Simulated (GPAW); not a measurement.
Input of a GPAW 26.7.0 run:

File run.py:

```python
from ase import Atoms
from ase.dft.bandgap import bandgap
from ase.io import write
from ase.units import GPa
from ase.parallel import parprint
from gpaw import GPAW, PW

atoms = Atoms(['Ta', 'Ta', 'Ta', 'Ta', 'Ni', 'O', 'O', 'O', 'O', 'O', 'O', 'O', 'O', 'O', 'O', 'O'],
              cell=[[1.95495, -14.82973, 0.0],
                    [1.95495, 14.82973, 0.0],
                    [0.0, 0.0, 3.8859]],
              scaled_positions=[[0.20437, 0.79563, 0.0],
                                [0.92451, 0.07549, 0.0],
                                [0.07549, 0.92451, 0.0],
                                [0.79563, 0.20437, 0.0],
                                [0.5, 0.5, 0.0],
                                [0.13987, 0.86013, 0.0],
                                [0.72107, 0.27893, 0.0],
                                [0.43645, 0.56355, 0.0],
                                [0.56355, 0.43645, 0.0],
                                [0.0, 0.0, 0.0],
                                [0.86013, 0.13987, 0.0],
                                [0.27893, 0.72107, 0.0],
                                [0.9279, 0.0721, 0.5],
                                [0.0721, 0.9279, 0.5],
                                [0.79436, 0.20564, 0.5],
                                [0.20564, 0.79436, 0.5]],
              pbc=True)
atoms.set_initial_magnetic_moments([0.0, 0.0, 0.0, 0.0, 1.0, 0.0, 0.0, 0.0, 0.0, 0.0, 0.0, 0.0, 0.0, 0.0, 0.0, 0.0])

calc = GPAW(mode=PW(800),
            xc='PBE',
            kpts={'size': (5, 5, 5), 'gamma': True},
            occupations={'name': 'fermi-dirac', 'width': 0.05},
            nbands=112,
            convergence={'density': 1e-05, 'energy': 1e-05},
            maxiter=150,
            txt='gpaw.txt')
atoms.calc = calc
energy = atoms.get_potential_energy()
forces = atoms.get_forces()
stress = atoms.get_stress()
calc.write('gs.gpw')
write('result.traj', atoms)
parprint(f'Energy: {energy:.6f} eV')
parprint('Forces (eV/A):')
parprint(forces.round(4))
parprint('Stress (GPa):', (stress / GPa).round(3))
parprint('Moments:', calc.get_magnetic_moments().round(3))
parprint('Fermi level:', round(calc.get_fermi_level(), 4), 'eV')
parprint(f'Gap: {bandgap(calc)[0]:.4f} eV, direct: {bandgap(calc, direct=True)[0]:.4f} eV')

path = atoms.cell.bandpath('GXSRAZGYX1A1TY,ZT', npoints=100, eps=1e-4)
bs_calc = calc.fixed_density(kpts=path, symmetry='off', nbands=160,
                             convergence={'bands': 'CBM+6.0', 'eigenstates': 1e-6}, txt='bands.txt')
bs = bs_calc.band_structure()
bs.write('bs.json')
parprint(f'Gap on the path: {bandgap(bs_calc)[0]:.4f} eV')
```

Potentials or basis: GPAW PAW data sets (gpaw-data 1.2.1), pw.

Run with:

```console
$ OMP_NUM_THREADS=1 mpirun -n 4 gpaw python run.py
```

Q: Predict the net moment.

A: 0.40 μB per cell.

Q: What does it give for the largest force?

A: 0.123 eV/Å.

Forces in eV/Å, atoms in the order of the input:
```
Ta   0.000 -0.093  0.000
Ta   0.000 -0.123  0.000
Ta   0.000  0.123  0.000
Ta   0.000  0.093  0.000
Ni   0.000  0.000  0.000
O    0.000 -0.009  0.000
O    0.000 -0.025  0.000
O    0.000  0.067  0.000
O    0.000 -0.067  0.000
O    0.000  0.000  0.000
O    0.000  0.009  0.000
O    0.000  0.025  0.000
O    0.000 -0.019  0.000
O    0.000  0.019  0.000
O    0.000  0.015  0.000
O    0.000 -0.015  0.000
```

Caveat: the stock nickel data set gives pressures a few GPa off other programs; spin-orbit coupling is left out, which moves the levels of the heavy elements; a cell with one magnetic atom can't hold antiferromagnetic order, which such compounds often take; semilocal functionals often make such compounds metallic where correlation or magnetic order opens a gap, which also shifts bond lengths; the program warned that so skewed a cell can give wrong results.
